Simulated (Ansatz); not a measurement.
Run this with Ansatz 0.2.0, Python API and show what comes out.

`yaml_run_baliycu2o5.py`
```python
"""BaLiYCu2O5 from YAML text."""

import warnings

import ansatz as az
import numpy as np

INPUT = """
crystal:
  lattice:
    - [3.849263, 0.0, 0.0]
    - [0.0, 3.849263, 0.0]
    - [0.0, 0.0, 9.978903]
  atoms:
    - { symbol: Ba, position: [0.0, 0.0, 0.059503] }
    - { symbol: Li, position: [0.0, 0.0, 0.692312] }
    - { symbol: "Y", position: [0.0, 0.0, 0.427699] }
    - { symbol: Cu, position: [0.5, 0.5, 0.618057] }
    - { symbol: Cu, position: [0.5, 0.5, 0.254061] }
    - { symbol: O, position: [0.0, 0.5, 0.60265] }
    - { symbol: O, position: [0.5, 0.0, 0.60265] }
    - { symbol: O, position: [0.0, 0.5, 0.301172] }
    - { symbol: O, position: [0.5, 0.0, 0.301172] }
    - { symbol: O, position: [0.5, 0.5, 0.036987] }
kpoints:
  mp_grid: { kspacing: 0.3 }
hamiltonian:
  xc: pbe
scf:
  occupations: { method: cold, width: 0.15 }
basis:
  ecutwfc: "19 Ha"
output:
  forces: true
"""

warnings.simplefilter("ignore", az.DeckWarning)

planned = az.Session.from_yaml(INPUT).plan(threads=1, pin="off")
out = planned.execute()
r = out.report

n_atoms = len(r["lattice"]["sites"])
print("F =", round(r["free_energy_ev"], 4), "eV for", n_atoms, "atoms")
print("E(sigma -> 0) =", round(r["energy_sigma0_ev"], 4), "eV, TS =", round(r["entropy_ts_ev"], 5), "eV")
print("closed by", r["closed_by"], "after", r["n_iterations"], "iterations")

# forces in eV per angstrom
forces = np.array(r["forces_ev_ang"])
norms = np.linalg.norm(forces, axis=1)
print("largest force {:.4f} eV/A on atom {}".format(norms.max(), norms.argmax()))
print(np.array2string(forces, precision=4, suppress_small=True))
```

Output of `python yaml_run_baliycu2o5.py`:
```text
F = -26095.9349 eV for 10 atoms
E(sigma -> 0) = -26095.9406 eV, TS = -0.01705 eV
closed by deck_thresholds after 12 iterations
largest force 0.1924 eV/A on atom 2
[[-0.      0.      0.0252]
 [ 0.      0.     -0.0486]
 [ 0.      0.     -0.1924]
 [ 0.      0.     -0.0502]
 [ 0.      0.     -0.0616]
 [-0.      0.     -0.0263]
 [-0.      0.     -0.0263]
 [ 0.      0.      0.156 ]
 [ 0.      0.      0.156 ]
 [ 0.      0.      0.0683]]
```

Absolute energies stand on the zero of these potentials, so only differences at equal settings mean something. A total without «per atom» is that of the cell as typed. Spin is left out of this run. Under cold or Methfessel-Paxton smearing the entropy term is a generalised one and can be negative. For a metal this k-point mesh is coarse: on a finer one energies can move by several to tens of meV an atom and pressures by half a GPa or more, differences at one mesh by less. Without a Hubbard U or exact exchange, semilocal functionals often make such 3d compounds metallic or too weakly gapped. This cell is a computed structure, which may not be the phase found in nature. Finished in 23 s on 1 thread of Arm Neoverse V2, on a shared host, peak memory 0.57 GiB.

(Lines on the test bed's own set-up are left out of the output.)
